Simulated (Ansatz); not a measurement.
## B2FH4N, SMILES NBBF: vertical energies of changing the electron count, step by step

Program: Ansatz's Python interface.

Contents of `b2fh4n.xyz`:
```text
8

N    -0.84270    1.09350    0.09590
B     0.12300    0.14410   -0.46160
B     0.31630   -1.31350    0.27470
F     1.37560   -2.25090   -0.24670
H    -0.86600    1.97130   -0.55420
H    -0.54880    1.46250    1.02040
H     0.76620    0.40170   -1.43580
H    -0.23150   -1.56570    1.25160
```

The cells in order, each with its output:

**Cell 1**
```python
import ansatz as az
```

**Cell 2**
```python
BASIS_SET = "def2-SVPD"
FUNCTIONAL = "b3lyp"
DISPERSION = "d3bj"
```

**Cell 3**
```python
def energy_of(molecule, charge=0, unpaired=0):
    calc = molecule.calculation().basis(gaussian=BASIS_SET).functional(FUNCTIONAL, dispersion=DISPERSION)
    if charge:
        calc = calc.charge(charge)
    if unpaired:
        calc = calc.spin("collinear", total=unpaired)
    report = calc.run(threads=1).report
    if report["published_state_doubts"]:
        print("  doubts:", report["published_state_doubts"])
    return report["free_energy_ev"]
```

**Cell 4**
```python
geometry = az.Crystal.molecule_from_extxyz("b2fh4n.xyz")
```

**Cell 5**
```python
parent = energy_of(geometry, 0, 0)
cation = energy_of(geometry, 1, 1)
print(f"E(N)   = {parent:.5f} eV")
print(f"E(N-1) = {cation:.5f} eV  (1 unpaired)")
print(f"vertical ionisation energy {cation - parent:.3f} eV")
anion = energy_of(geometry, -1, 1)
print(f"E(N+1) = {anion:.5f} eV  (1 unpaired)")
print(f"vertical electron affinity {parent - anion:.3f} eV" + ("" if anion < parent else " (unbound in this basis)"))
print(f"fundamental gap IP - EA = {cation + anion - 2 * parent:.3f} eV")
```
Output:
```text
E(N)   = -5621.64722 eV
E(N-1) = -5611.32280 eV  (1 unpaired)
vertical ionisation energy 10.324 eV
E(N+1) = -5622.49432 eV  (1 unpaired)
vertical electron affinity 0.847 eV
fundamental gap IP - EA = 9.477 eV
```

At this unrelaxed geometry removing an electron costs 10.32 eV and adding one releases 0.85 eV.

What to keep in mind:
- Total energies depend on the basis set; only differences at equal settings carry meaning.
- The geometry is a force-field or estimated start, not a minimum of this method, and the basis set is short of its limit. All parts are taken at fixed geometry, without zero-point energy. At an unrelaxed start these energies can be a whole eV from those at the minimum, and a small affinity can change sign.
- b3lyp holds the VWN-RPA fit, as in Gaussian; the form of ORCA and Turbomole is b3lyp5.
- The whole script took 15 s on 1 thread of Arm Neoverse V1, with other jobs on the host, peak memory 0.29 GiB.
